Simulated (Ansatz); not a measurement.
# C2H6ClFNOV: a ladder of functionals and wavefunction methods

The task here is to estimate one member of a computed series from the others.

Computed with Ansatz 0.2.0, Gaussian basis. Level: functionals in def2-TZVPP, the program's frozen cores in correlated methods.

The runs, in order: LDA (SPW92), PBE-D4, revPBE-D4, BLYP-D4, r2SCAN-D4, B97M-V, PBE0-D4, B3LYP-D4, r2SCANh-D4, r2SCAN0-D4, HSE06-D4, BHLYP-D4, CAM-B3LYP-D4, LC-ωPBE, ωB97X-V, ωB97M-V, B2PLYP, PBE-QIDH; CCSD(T)/def2-SVP; CCSD(T)/def2-TZVPP; MP2/def2-QZVPP; extrapolation to the limit; RPA on PBE.

1 further run of the same task is left out (it didn't finish).

## The geometry

The geometry comes from an earlier relaxation with PBE0-D4 in a triple-zeta def2 set; it is a stationary point, not always the lowest conformer.

13 atoms, charge 0, spin multiplicity 1.

Atoms are counted from 1 here; the program's logs count them from 0.

Bond lengths: C1–N2 1.412 Å, C1–H8 1.095 Å, C1–H9 1.095 Å, C1–H10 1.096 Å, N2–V3 1.600 Å, V3–F4 1.744 Å, V3–Cl5 2.176 Å, V3–O6 1.733 Å, O6–C7 1.399 Å, C7–H11 1.094 Å, C7–H12 1.094 Å, C7–H13 1.094 Å. Angles: N2–C1–H8 110.7°, N2–C1–H9 110.5°, N2–C1–H10 109.7°, H8–C1–H9 108.7°, H8–C1–H10 108.4°, H9–C1–H10 108.7°, C1–N2–V3 175.0°, N2–V3–F4 108.5°, N2–V3–Cl5 105.9°, N2–V3–O6 107.8°, F4–V3–Cl5 112.7°, F4–V3–O6 111.2°, Cl5–V3–O6 110.6°, V3–O6–C7 137.5°, O6–C7–H11 109.2°, O6–C7–H12 111.1°, O6–C7–H13 109.2°, H11–C7–H12 109.3° and more.

Set-up of the first run:

File in.yaml:

```yaml
crystal:
  periodic: [false, false, false]
  atoms:
    - {symbol: C, position_ang: [-1.946719, 1.002293, 0.296488]}
    - {symbol: N, position_ang: [-0.807874, 0.562610, -0.413967]}
    - {symbol: V, position_ang: [0.448035, 0.158018, -1.318308]}
    - {symbol: F, position_ang: [-0.133178, -0.707762, -2.715822]}
    - {symbol: Cl, position_ang: [1.432629, 2.027072, -1.838396]}
    - {symbol: O, position_ang: [1.492983, -0.835262, -0.357529]}
    - {symbol: C, position_ang: [1.549408, -1.300371, 0.960533]}
    - {symbol: H, position_ang: [-1.947182, 0.600714, 1.315191]}
    - {symbol: H, position_ang: [-2.862098, 0.678475, -0.209594]}
    - {symbol: H, position_ang: [-1.945476, 2.096302, 0.355186]}
    - {symbol: H, position_ang: [1.638224, -2.390257, 0.953496]}
    - {symbol: H, position_ang: [0.652601, -1.014560, 1.518064]}
    - {symbol: H, position_ang: [2.428657, -0.877272, 1.454677]}
basis:
  gaussian: {orbitals: def2-TZVPP}
hamiltonian: {xc: lda}
output: {orbitals: {seedname: orbitals}}
```

Among the steps run: LDA; PBE-D4 (GGA); revPBE-D4 (GGA); BLYP-D4 (GGA); r2SCAN-D4 (meta-GGA); B97M-V (meta-GGA); PBE0-D4 (hybrid); B3LYP-D4 (hybrid); r2SCANh-D4 (hybrid); r2SCAN0-D4 (hybrid); HSE06-D4 (hybrid); BHLYP-D4 (hybrid); CAM-B3LYP-D4 (range-separated); LC-ωPBE (range-separated); ωB97X-V (range-separated); ωB97M-V (range-separated); B2PLYP (double hybrid); PBE-QIDH (double hybrid).

One table of the session follows, with a row left open; its other results are not shown here.

It belongs to the step «Frontier levels by functional». 

| functional | HOMO (eV) | LUMO (eV) | gap (eV) |
| --- | --- | --- | --- |
| LDA (SPW92) | -6.79 | -3.47 | 3.32 |
| PBE-D4 | -6.63 | -3.24 | 3.39 |
| revPBE-D4 | ? | ? | ? |
| BLYP-D4 | -6.51 | -3.16 | 3.35 |
| r2SCAN-D4 | -6.94 | -3.26 | 3.68 |
| B97M-V | -7.03 | -3.31 | 3.72 |
| PBE0-D4 | -8.04 | -2.40 | 5.64 |
| B3LYP-D4 | -7.79 | -2.66 | 5.13 |
| r2SCANh-D4 | -7.47 | -2.92 | 4.54 |
| r2SCAN0-D4 | -8.25 | -2.40 | 5.85 |
| HSE06-D4 | -7.64 | -2.77 | 4.86 |
| BHLYP-D4 | -9.31 | -1.38 | 7.94 |
| CAM-B3LYP-D4 | -9.41 | -1.32 | 8.09 |
| LC-ωPBE | -10.77 | -0.18 | 10.59 |
| ωB97X-V | -10.41 | -0.21 | 10.20 |
| ωB97M-V | -10.30 | -0.21 | 10.09 |

Estimate the missing values for revPBE-D4.

As computed: HOMO (eV): -6.57; LUMO (eV): -3.16; gap (eV): 3.42. In the column «HOMO (eV)» it lies between PBE-D4 (-6.63) and BLYP-D4 (-6.51).
